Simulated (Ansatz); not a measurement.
# C2H5FS2: geometry optimisation

The task: find the minimum of C2H5FS2 nearest to the start.

Method: RKS PBE-D4/def2-SVP; program: Ansatz 0.2.0.

1 further run of the same task is left out (set aside as unsound or not needed).

## 1. The system as given

SMILES `CSSCF`, 10 atoms, charge 0, spin multiplicity 1.

Atoms are counted from 1 here; the program's logs count them from 0.

Bond lengths: C1–S2 1.831 Å, C1–H6 1.105 Å, C1–H7 1.107 Å, C1–H8 1.109 Å, S2–S3 2.082 Å, S3–C4 1.820 Å, C4–F5 1.380 Å, C4–H9 1.111 Å, C4–H10 1.115 Å. Angles: S2–C1–H6 110.4°, S2–C1–H7 110.6°, S2–C1–H8 105.9°, H6–C1–H7 110.5°, H6–C1–H8 110.0°, H7–C1–H8 109.4°, C1–S2–S3 101.7°, S2–S3–C4 101.4°, S3–C4–F5 113.1°, S3–C4–H9 108.9°, S3–C4–H10 105.5°, F5–C4–H9 109.1°, F5–C4–H10 109.6°, H9–C4–H10 110.6°.

Coordinates:

```
C    -1.0222    1.0942   -1.0300
S    -1.4064   -0.6199   -0.5146
S     0.4835   -1.4927   -0.5075
C     1.1168   -0.9637    1.1141
F     1.4506    0.3749    1.1545
H    -0.3626    1.5802   -0.2879
H    -0.5521    1.1039   -2.0319
H    -1.9960    1.6229   -1.0745
H     0.3451   -1.1690    1.8861
H     2.0264   -1.5821    1.2946
```

## 2. Relaxation

input.yaml reads:

```yaml
crystal:
  periodic: [false, false, false]
  atoms:
    - { symbol: C, position_ang: [-1.022204, 1.094178, -1.029961] }
    - { symbol: S, position_ang: [-1.406351, -0.619942, -0.514573] }
    - { symbol: S, position_ang: [0.483539, -1.492653, -0.507542] }
    - { symbol: C, position_ang: [1.116842, -0.9637, 1.114141] }
    - { symbol: F, position_ang: [1.450557, 0.374909, 1.154455] }
    - { symbol: H, position_ang: [-0.362579, 1.580175, -0.287872] }
    - { symbol: H, position_ang: [-0.55212, 1.103911, -2.031912] }
    - { symbol: H, position_ang: [-1.996009, 1.622897, -1.074527] }
    - { symbol: H, position_ang: [0.345073, -1.169015, 1.886087] }
    - { symbol: H, position_ang: [2.026351, -1.582061, 1.294604] }
basis:
  gaussian: { orbitals: def2-SVP }
hamiltonian:
  xc: pbe
  dispersion: d4
output:
  forces: true
relax:
  f_tol: 0.003
  max_steps: 120
```

Started as:

```sh
> ansatz run input.yaml --threads 1 --pin off --max-ram 2560MiB --backend cpu --events-out ev --progress --plain --runs-dir out
```

What does the calculation give? Wanted: energy gained; root mean square move; dipole moment.

The runs gave:

| quantity | value |
| --- | --- |
| energy gained | 0.0002 eV |
| root mean square move | 0.014 Å |
| dipole moment | 0.62 D |

In words: Bond lengths: C1–S2 1.830 Å, C1–H6 1.105 Å, C1–H7 1.107 Å, C1–H8 1.109 Å, S2–S3 2.082 Å, S3–C4 1.821 Å, C4–F5 1.380 Å, C4–H9 1.111 Å, C4–H10 1.114 Å. Angles: S2–C1–H6 110.3°, S2–C1–H7 110.9°, S2–C1–H8 105.8°, H6–C1–H7 110.5°, H6–C1–H8 109.8°, H7–C1–H8 109.4°, C1–S2–S3 101.8°, S2–S3–C4 101.4°, S3–C4–F5 113.1°, S3–C4–H9 109.0°, S3–C4–H10 105.4°, F5–C4–H9 109.1°, F5–C4–H10 109.7°, H9–C4–H10 110.5°. No frequencies were computed here.
